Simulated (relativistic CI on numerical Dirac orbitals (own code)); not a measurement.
# Pd XIV (Pd¹³⁺): levels and lines

Aim: the low levels of Pd¹³⁺, their labels and the strongest lines; runs with one setting changed show what the result hangs on.

Method: Dirac-Coulomb-Breit CI, KLI orbitals optimised for each configuration, model QED (radiative potential, 1s self-energy scaled to tabulated hydrogen-like ionisation energies). Code: relativistic CI on numerical Dirac orbitals (own code) version 4.

### Step 1. The system

| Item | Value |
| --- | --- |
| ion | Pd¹³⁺ (Pd XIV) |
| nuclear charge | 46 |
| electrons | 33 |
| isotope | A = 106 |
| first configuration typed | [Ar] 3d10 4s2 4p3 |

Outer shells as boxes (Hund's rule):

first configuration typed
```
[Ar] core
3d [↑↓][↑↓][↑↓][↑↓][↑↓]
4s [↑↓]
4p [↑ ][↑ ][↑ ]
```

### Step 2. CI with the chosen configurations

Settings of the run:

```ini
atom Pd  Z=46  charge=13  electrons=33
nucleus A=106  rms_radius_fm=4.5318
hamiltonian dirac-coulomb  breit=on  qed=on  c_scale=1
orbitals kli  potential=per-configuration
slater_scale 1
correlation none
mixing on
configurations
  [Ar] 3d10 4s2 4p3
  [Ar] 3d10 4s 4p4
  [Ar] 3d10 4p5
  [Ar] 3d10 4s2 4p2 4d
  [Ar] 3d10 4s 4p3 4d
  [Ar] 3d10 4s2 4p2 4f
  [Ar] 3d10 4s 4p3 4f
  [Ar] 3d10 4p4 4d
  [Ar] 3d10 4s 4p2 4d2
  [Ar] 3d10 4s2 4p2 5s
  [Ar] 3d10 4s2 4p 4d 4f
  [Ar] 3d10 4s2 4p2 5p
  [Ar] 3d10 4s2 4p 4d2
  [Ar] 3d10 4s2 4d3
  [Ar] 3d10 4s 4p 4d3
  [Ar] 3d10 4s2 4d2 4f
  [Ar] 3d10 4s 4p 4d2 4f
  [Ar] 3d10 4s2 4d2 5s
  [Ar] 3d10 4p3 4d2
  [Ar] 3d10 4p2 4d3
  [Ar] 3d10 4p2 4d2 4f
  [Ar] 3d10 4p2 4d2 5s
end
```

Command:

```
python run_levels.py task.json out
```

The settings of every run stand in task.json; they run in order.

The program writes no log. Results of the run, from its result record (rounded, main fields):

```text
{
  "status": "converged",
  "levels [i, E_cm, J2, conf, term, w_term, jj, w_jj, g, tau_s, breit_cm, qed_cm]": [
    [0, 0, 3, "4s2 4p3", "4S*", 0.6838, "4p3/2", 0.7525, 1.751, "-", 0, 0],
    [1, 40491.524, 3, "4s2 4p3", "2D*", 0.6436, "4p1/2 4p3/2^2", 0.7855, 1.133, 0.0009551, -391, 47.15],
    [2, 55435.786, 5, "4s2 4p3", "2D*", 0.975, "4p1/2 4p3/2^2", 0.975, 1.199, 0.005194, -591.2, 65.49],
    [3, 81821.525, 1, "4s2 4p3", "2P*", 0.9716, "4p1/2 4p3/2^2", 0.9716, 0.6646, 0.0004447, -549.5, 55.36],
    [4, 114450.26, 3, "4s2 4p3", "2P*", 0.6536, "4p3/2^3", 0.9202, 1.249, 0.0001773, -1232, 137.5],
    [5, 301777.84, 5, "4s 4p4", "4P", 0.8556, "4s 4p3/2^2", 0.8128, 1.57, 2.798e-10, -31.48, -966.1],
    [6, 329489.42, 3, "4s 4p4", "4P", 0.8404, "4s 4p1/2 4p3/2^3", 0.62, 1.671, 1.91e-10, -408.1, -906.9],
    [7, 335770.01, 1, "4s 4p4", "4P", 0.8046, "4s 4p3/2^2", 0.4835, 2.588, 1.728e-10, -386.6, -912.4],
    [8, 375802.82, 3, "4s 4p4", "2D", 0.6955, "4s 4p1/2 4p3/2^3", 0.4917, 0.913, 9.351e-11, -427.7, -843.2],
    [9, 386851.97, 5, "4s 4p4", "2D", 0.7735, "4s 4p1/2 4p3/2^3", 0.7549, 1.228, 1.297e-10, -714.2, -828],
    [10, 428068.04, 1, "4s 4p4", "2S", 0.4668, "4s 4p3/2^2", 0.3747, 1.534, 3.77e-11, -516.7, -814.7],
    [11, 434316.33, 3, "4s 4p4", "2P", 0.5364, "4s 4p1/2 4p3/2^3", 0.5126, 1.27, 3.768e-11, -765.3, -645],
    [12, 465326.93, 3, "4s2 4p2 4d", "4F", 0.7465, "4p1/2^2 4d3/2", 0.6536, 0.5501, 1.597e-10, -716.9, -124.8],
    [13, 476361.37, 1, "4s 4p4", "2P", 0.3054, "4s 4p3/2^4", 0.4828, 1.128, 5.286e-11, -1358, -558],
    [14, 477294.38, 5, "4s2 4p2 4d", "4F", 0.6084, "4p1/2^2 4d5/2", 0.5512, 1.124, 2.167e-10, -1040, -69.58],
    [15, 494640.28, 5, "4s2 4p2 4d", "2F", 0.6575, "4p1/2 4p3/2 4d3/2", 0.8253, 0.951, 7.808e-10, -1263, -37.69],
    [16, 498380.45, 7, "4s2 4p2 4d", "4F", 0.7979, "4p1/2 4p3/2 4d5/2", 0.7435, 1.253, 3.884e-09, -1547, -8.763],
    [17, 503633.74, 1, "4s2 4p2 4d", "4D", 0.8537, "4p1/2 4p3/2 4d3/2", 0.7155, 0.1148, 8.391e-11, -1294, -118.1],
    [18, 505167.9, 3, "4s2 4p2 4d", "4D", 0.7266, "4p1/2 4p3/2 4d3/2", 0.6262, 1.092, 7.337e-11, -1305, -73.66],
    [19, 505515.86, 7, "4s2 4p2 4d", "2F", 0.4957, "4p1/2 4p3/2 4d3/2", 0.4729, 1.237, 3.645e-09, -1468, -19.32],
    [20, 514136.68, 9, "4s2 4p2 4d", "4F", 0.7704, "4p1/2 4p3/2 4d5/2", 0.7694, 1.286, 0.002417, -1791, 10.44],
    [21, 520195.04, 5, "4s2 4p2 4d", "4D", 0.5212, "4p1/2 4p3/2 4d5/2", 0.6366, 1.194, 9.776e-11, -1692, -1.438],
    [22, 542156.77, 3, "4s2 4p2 4d", "2P", 0.5362, "4p1/2 4p3/2 4d5/2", 0.5395, 1.262, 9.014e-12, -1169, -276.9],
    [23, 545260.57, 7, "4s2 4p2 4d", "2G", 0.3641, "4p3/2^2 4d5/2", 0.3664, 1.154, 2.912e-10, -1910, 31.67],
    [24, 559640.13, 7, "4s2 4p2 4d", "2G", 0.4779, "4p3/2^2 4d5/2", 0.6051, 1.058, 2.643e-10, -2068, 49.33],
    "... 175 more rows left out ..."
  ],
  "lines, the strongest and those to the lowest levels [upper, lower, type, S_au, A_per_s, branching]": [
    [1, 0, "M1", 2.337, 1046, 0.9993],
    [2, 0, "M1", 0.2139, 163.8, 0.8507],
    [3, 0, "M1", 0.282, 2083, 0.9265],
    [4, 0, "M1", 0.07816, 790.2, 0.1401],
    [4, 1, "M1", 1.378, 3760, 0.6667],
    [4, 2, "M1", 0.5993, 830.7, 0.1473],
    [20, 2, "M2", 0.0006989, 158.9, 0.3842],
    [25, 0, "E1", 2.708, 1.65e+11, 0.8354],
    [35, 1, "E1", 2.22, 1.495e+11, 0.6699],
    [37, 2, "E1", 5.245, 2.694e+11, 1],
    [40, 4, "E1", 3.717, 2.218e+11, 0.9298],
    [83, 5, "E1", 2.994, 1.614e+11, 0.9461],
    [103, 8, "E1", 2.419, 1.736e+11, 0.6899],
    [107, 9, "E1", 4.685, 2.487e+11, 0.9483],
    [118, 11, "E1", 2.226, 1.529e+11, 0.7615],
    [127, 12, "E1", 1.853, 1.237e+11, 0.7148],
    [135, 14, "E1", 2.268, 1.148e+11, 0.6707],
    [142, 15, "E1", 3.242, 1.614e+11, 0.7721],
    [147, 19, "E1", 3.075, 1.22e+11, 0.5925],
    [150, 19, "E1", 1.86, 9.433e+10, 0.4849],
    [152, 20, "E1", 3.264, 1.288e+11, 0.5073],
    [156, 20, "E1", 6.33, 2.166e+11, 0.9675],
    [157, 21, "E1", 1.846, 9.198e+10, 0.5975],
    [160, 22, "E1", 2.316, 2.176e+11, 0.7599],
    [161, 23, "E1", 2.623, 1.214e+11, 0.7084],
    [162, 22, "E1", 2.591, 1.669e+11, 0.6275],
    [163, 28, "E1", 3.904, 1.306e+11, 0.7444],
    [165, 24, "E1", 3.08, 1.404e+11, 0.6151],
    [166, 23, "E1", 5.166, 2.035e+11, 0.8507],
    [171, 25, "E1", 7.455, 3.569e+11, 0.9162],
    [173, 26, "E1", 3.476, 2.196e+11, 0.5965],
    [178, 24, "E1", 4.608, 1.926e+11, 0.7447],
    [179, 4, "E1", 0.3095, 1.75e+11, 0.7341],
    [180, 29, "E1", 2.704, 1.702e+11, 0.6847],
    [186, 28, "E1", 6.863, 2.41e+11, 0.9341],
    [191, 31, "E1", 4.691, 2.248e+11, 0.7253]
  ],
  "n_levels_all": 3656,
  "total_energy [Ha]": -4981.9819235,
  "configurations [conf, odd, states, E_av_cm, breit_Ha, qed_Ha, corr_Ha]": [
    ["4s2 4p3", 1, 20, 81192, 3.3, 2.217, "-"],
    ["4s 4p4", 0, 30, 422351, 3.301, 2.212, "-"],
    ["4p5", 1, 6, 805881, 3.302, 2.207, "-"],
    ["4s2 4p2 4d", 0, 150, 585796, 3.294, 2.216, "-"],
    ["4s 4p3 4d", 1, 400, 909025, 3.295, 2.212, "-"],
    ["4s2 4p2 4f", 1, 210, 1.09656e+06, 3.292, 2.217, "-"],
    ["4s 4p3 4f", 0, 560, 1.42178e+06, 3.293, 2.212, "-"],
    ["4p4 4d", 0, 150, 1.27467e+06, 3.296, 2.207, "-"],
    ["4s 4p2 4d2", 0, 1350, 1.40806e+06, 3.29, 2.211, "-"],
    ["4s2 4p2 5s", 0, 30, 1.11894e+06, 3.295, 2.219, "-"],
    ["4s2 4p 4d 4f", 0, 840, 1.60498e+06, 3.287, 2.216, "-"],
    ["4s2 4p2 5p", 1, 90, 1.25335e+06, 3.295, 2.217, "-"],
    ["4s2 4p 4d2", 1, 270, 1.10278e+06, 3.289, 2.216, "-"],
    ["4s2 4d3", 0, 120, 1.63216e+06, 3.284, 2.216, "-"],
    "... 8 more rows left out ..."
  ],
  "radial 4s2 4p3 [Ha, bohr]": {"<r^-3>(4p)": 131.04, "<r^1>(4p)": 0.89647, "<r^2>(4p)": 0.90604, "<r^4>(4p)": 1.1756, "F2(4p,4p)": 0.53052, "zeta(4p)": 0.14904},
  "radial 4s 4p4 [Ha, bohr]": {"<r^1>(4s)": 0.85533, "<r^2>(4s)": 0.82068, "<r^4>(4s)": 0.95154, "<r^-3>(4p)": 131.05, "<r^1>(4p)": 0.89653, "<r^2>(4p)": 0.90624, "<r^4>(4p)": 1.1765, "F2(4p,4p)": 0.53043, "G1(4s,4p)": 0.70006, "zeta(4p)": 0.14869},
  "ionisation_energy [eV]": 311.614
}
```

It took 2 s on 1 thread of Intel Xeon 6975P-C (Granite Rapids), shared host.

Lowest levels:

```csv
level,energy (cm⁻¹),LS purity (%),jj purity (%),radiative lifetime (s)
4p3 4S°3/2,0.0,68,75,-
4p3 2D°3/2,40492,64,79,0.00096
4p3 2D°5/2,55436,97,97,0.0052
4p3 2P°1/2,81822,97,97,0.00044
4p3 [4p3/2^3] J=3/2°,114450,65,92,0.00018
4s 4p4 4P5/2,301778,86,81,2.8e-10
4s 4p4 4P3/2,329489,84,62,1.9e-10
4s 4p4 4P1/2,335770,80,48,1.7e-10
4s 4p4 2D3/2,375803,70,49,9.4e-11
4s 4p4 2D5/2,386852,77,75,1.3e-10
4s 4p4 2S1/2 + 2P,428068,47,37,3.8e-11
4s 4p4 2P3/2,434316,54,51,3.8e-11
4p2 4d 4F3/2,465327,75,65,1.6e-10
4s 4p4 2P1/2 + 2S,476361,31,48,5.3e-11
```

Where the configurations lie:

```csv
configuration,levels among the lowest 60,parity,lowest (cm⁻¹),highest (cm⁻¹)
4p3,5,odd,0.0,114450
4s 4p4,8,even,301778,476361
4p2 4d,28,even,465327,675611
4p5,2,odd,697305,740824
4s 4p3 4d,17,odd,723490,819317
```

The strongest allowed lines among the lowest 200 of 3656 levels, ranked by gA:

```csv
upper,lower,wavelength (nm),A (1/s)
4p2 4f 2H°11/2,4p2 4d 2G9/2,16.88,2.41e+11
4p 4d2 4D°7/2 + 4p2 4f 4D° (ii),4p2 4d 4P5/2,17.42,3.57e+11
4p2 4f 4G°11/2,4p2 4d 4F9/2,17.02,2.17e+11
4p2 4d 2F7/2 (ii),4p3 2D°5/2,17.02,2.69e+11
4p 4d2 2G°9/2 + 4p2 4f 2G°,4p2 4d 2G7/2 + 4D,17.26,2.04e+11
4s 4p3 4d 2F°7/2 (v),4s 4p4 2D5/2,16.83,2.49e+11
4p2 4f 2H°9/2 + 4p 4d2 2H°,4p2 4d 2G7/2 + 2F (ii),16.93,1.93e+11
4p2 4f 2F°7/2 (ii),4p2 4d 2D5/2,17.42,2.25e+11
4p2 4d 2D5/2 (iii),4p3 [4p3/2^3] J=3/2°,17.82,2.22e+11
4p 4d2 4D°5/2 + 4p2 4f 4D° (iii),4p2 4d 4P3/2 + 2D,17.48,2.2e+11
```

### Step 3. Without the Breit term

The settings differ from step 2 so:

```diff
@@ -2,3 +2,3 @@
 nucleus A=106  rms_radius_fm=4.5318
-hamiltonian dirac-coulomb  breit=on  qed=on  c_scale=1
+hamiltonian dirac-coulomb  breit=off  qed=on  c_scale=1
 orbitals kli  potential=per-configuration
```

Main fields:

```text
{
  "status": "converged",
  "levels [i, E_cm, J2, conf, term, w_term, w_jj]": [
    [0, 0, 3, "4s2 4p3", "4S*", 0.6773, 0.7586],
    [1, 40887.738, 3, "4s2 4p3", "2D*", 0.6399, 0.7906],
    [2, 56030.478, 5, "4s2 4p3", "2D*", 0.9751, 0.9751],
    [3, 82374.438, 1, "4s2 4p3", "2P*", 0.9717, 0.9717],
    [4, 115687.4, 3, "4s2 4p3", "2P*", 0.6516, 0.9212],
    [5, 301816.53, 5, "4s 4p4", "4P", 0.855, 0.815],
    [6, 329903.78, 3, "4s 4p4", "4P", 0.8381, 0.6159],
    [7, 336161.54, 1, "4s 4p4", "4P", 0.8021, 0.4887],
    [8, 376238.65, 3, "4s 4p4", "2D", 0.6931, 0.4943],
    [9, 387574.13, 5, "4s 4p4", "2D", 0.7736, 0.7575],
    [10, 428593.56, 1, "4s 4p4", "2S", 0.4653, 0.3716],
    [11, 435088.5, 3, "4s 4p4", "2P", 0.5379, 0.5171],
    [12, 466049.66, 3, "4s2 4p2 4d", "4F", 0.7425, 0.657],
    [13, 477726.59, 1, "4s 4p4", "2P", 0.3063, 0.4847],
    [14, 478341.43, 5, "4s2 4p2 4d", "4F", 0.6041, 0.5552],
    [15, 495911.21, 5, "4s2 4p2 4d", "2F", 0.6557, 0.827],
    "... 184 more rows left out ..."
  ],
  "n_levels_all": 3656,
  "total_energy [Ha]": -4985.2838004,
  "configurations [conf, odd, states, E_av_cm, breit_Ha, qed_Ha, corr_Ha]": [
    ["4s2 4p3", 1, 20, 81700.7, 3.3, 2.217, "-"],
    ["4s 4p4", 0, 30, 422643, 3.301, 2.212, "-"],
    ["4p5", 1, 6, 805955, 3.302, 2.207, "-"],
    ["4s2 4p2 4d", 0, 150, 587466, 3.294, 2.216, "-"],
    ["4s 4p3 4d", 1, 400, 910474, 3.295, 2.212, "-"],
    ["4s2 4p2 4f", 1, 210, 1.09866e+06, 3.292, 2.217, "-"],
    ["4s 4p3 4f", 0, 560, 1.42367e+06, 3.293, 2.212, "-"],
    ["4p4 4d", 0, 150, 1.2759e+06, 3.296, 2.207, "-"],
    ["4s 4p2 4d2", 0, 1350, 1.41067e+06, 3.29, 2.211, "-"],
    ["4s2 4p2 5s", 0, 30, 1.12041e+06, 3.295, 2.219, "-"],
    ["4s2 4p 4d 4f", 0, 840, 1.60825e+06, 3.287, 2.216, "-"],
    ["4s2 4p2 5p", 1, 90, 1.25477e+06, 3.295, 2.217, "-"],
    ["4s2 4p 4d2", 1, 270, 1.10561e+06, 3.289, 2.216, "-"],
    ["4s2 4d3", 0, 120, 1.63615e+06, 3.284, 2.216, "-"],
    "... 8 more rows left out ..."
  ],
  "ionisation_energy [eV]": 311.734
}
```

It took 1.8 s on 1 thread of Intel Xeon 6975P-C (Granite Rapids), shared host.

Shifts of the excitation energies against the main run, counted from its lowest level (cm⁻¹):

```csv
level,main run,shift
4p3 2D°3/2,40492,+396.2
4p3 2D°5/2,55436,+594.7
4p3 2P°1/2,81822,+552.9
4p3 [4p3/2^3] J=3/2°,114450,+1237.1
4s 4p4 4P5/2,301778,+38.7
4s 4p4 4P3/2,329489,+414.4
4s 4p4 4P1/2,335770,+391.5
4s 4p4 2D3/2,375803,+435.8
4s 4p4 2D5/2,386852,+722.2
4s 4p4 2S1/2 + 2P,428068,+525.5
4s 4p4 2P3/2,434316,+772.2
4p2 4d 4F3/2,465327,+722.7
```

### Step 4. Non-relativistic limit (c × 1000)

The settings differ from step 3 so:

```diff
@@ -2,3 +2,3 @@
 nucleus A=106  rms_radius_fm=4.5318
-hamiltonian dirac-coulomb  breit=off  qed=on  c_scale=1
+hamiltonian dirac-coulomb  breit=off  qed=off  c_scale=1000
 orbitals kli  potential=per-configuration
```

Main fields:

```text
{
  "status": "converged",
  "levels [i, E_cm, J2, conf, term, w_term, w_jj]": [
    [0, 0, 3, "4s2 4p3", "4S*", 0.9762, 0.5424],
    [1, 37258.406, 3, "4s2 4p3", "2D*", 0.9717, 0.4319],
    [2, 37258.406, 5, "4s2 4p3", "2D*", 0.9717, 0.9717],
    [3, 63002.875, 3, "4s2 4p3", "2P*", 0.9656, 0.4828],
    [4, 63002.875, 1, "4s2 4p3", "2P*", 0.9656, 0.9656],
    [5, 262205.58, 5, "4s 4p4", "4P", 0.9276, 0.6184],
    [6, 262205.61, 3, "4s 4p4", "4P", 0.9276, 0.8245],
    [7, 262205.62, 1, "4s 4p4", "4P", 0.9276, 0.4122],
    [8, 319556.84, 3, "4s 4p4", "2D", 0.8601, 0.5734],
    [9, 319556.84, 5, "4s 4p4", "2D", 0.8601, 0.5734],
    [10, 373160.67, 1, "4s 4p4", "2S", 0.8906, 0.5937],
    [11, 380238.47, 3, "4s 4p4", "2P", 0.7327, 0.407],
    "... 188 more rows left out ..."
  ],
  "n_levels_all": 3656,
  "total_energy [Ha]": -4880.8438979,
  "configurations [conf, odd, states, E_av_cm, breit_Ha, qed_Ha, corr_Ha]": [
    ["4s2 4p3", 1, 20, 64550.4, 0, 0, "-"],
    ["4s 4p4", 0, 30, 359551, 0, 0, "-"],
    ["4p5", 1, 6, 696109, 0, 0, "-"],
    ["4s2 4p2 4d", 0, 150, 543452, 0, 0, "-"],
    ["4s 4p3 4d", 1, 400, 820534, 0, 0, "-"],
    ["4s2 4p2 4f", 1, 210, 1.05469e+06, 0, 0, "-"],
    ["4s 4p3 4f", 0, 560, 1.33362e+06, 0, 0, "-"],
    ["4p4 4d", 0, 150, 1.13922e+06, 0, 0, "-"],
    ["4s 4p2 4d2", 0, 1350, 1.29364e+06, 0, 0, "-"],
    ["4s2 4p2 5s", 0, 30, 1.10832e+06, 0, 0, "-"],
    ["4s2 4p 4d 4f", 0, 840, 1.53703e+06, 0, 0, "-"],
    ["4s2 4p2 5p", 1, 90, 1.22608e+06, 0, 0, "-"],
    ["4s2 4p 4d2", 1, 270, 1.03449e+06, 0, 0, "-"],
    ["4s2 4d3", 0, 120, 1.53766e+06, 0, 0, "-"],
    "... 8 more rows left out ..."
  ]
}
```

It took 1.6 s on 1 thread of Intel Xeon 6975P-C (Granite Rapids), shared host.

How the levels moved (cm⁻¹, from the main run's lowest level):

```csv
level,main run,shift
4p3 2D°3/2,40492,-3233.1
4p3 2D°5/2,55436,-18177.4
4p3 2P°1/2,81822,-18818.7
4p3 [4p3/2^3] J=3/2°,114450,-51447.4
4s 4p4 4P5/2,301778,-39572.3
4s 4p4 4P3/2,329489,-67283.8
4s 4p4 4P1/2,335770,-73564.4
4s 4p4 2D3/2,375803,-56246.0
4s 4p4 2D5/2,386852,-67295.1
4s 4p4 2S1/2 + 2P,428068,-54907.4
4s 4p4 2P3/2,434316,-54077.9
4p2 4d 4F3/2,465327,-2771.2
```

### Step 5. The runs side by side

| run | time | mean size of shift, levels followed (cm⁻¹) | lowest level | ionisation energy (eV) |
| --- | --- | --- | --- | --- |
| main run | 2 s | 0 | 4p3 4S°3/2 | 311.61 |
| without the Breit term | 1.8 s | 567 | 4p3 4S°3/2 | 311.73 |
| non-relativistic limit (c × 1000) | 1.6 s | 42283 | 4p3 4S°3/2 | - |

The tabulated theoretical ionisation energy (NIST) is 311 eV.

### Step 6. What came out

| quantity | value |
| --- | --- |
| lowest level | 4p3 4S°3/2 |
| first excitation | 4p3 2D°3/2, 40492 cm⁻¹ |
| lowest level of the other parity | 4s 4p4 4P5/2, 301778 cm⁻¹ |
| levels in the model | 3656 |
| fastest E1 line (by rate) to the lowest level among the lowest 200 of 3656 levels | 17.70 nm, from 4p2 4d 4P5/2 |
| ionisation energy | 311.61 eV |
| ionisation energy, tabulated theoretical (NIST) | 311 eV |

The lowest level is 4p3 4S°3/2, 68 % pure in LS and 75 % in jj coupling; over the low levels the means are 70 and 68 %, so they are in intermediate coupling. The ionisation energy agrees with the tabulated theoretical value within its uncertainty of 3 eV. The largest mover is «non-relativistic limit (c × 1000)» (42283 cm⁻¹ on average). Lifetimes count radiative decay inside the model alone.
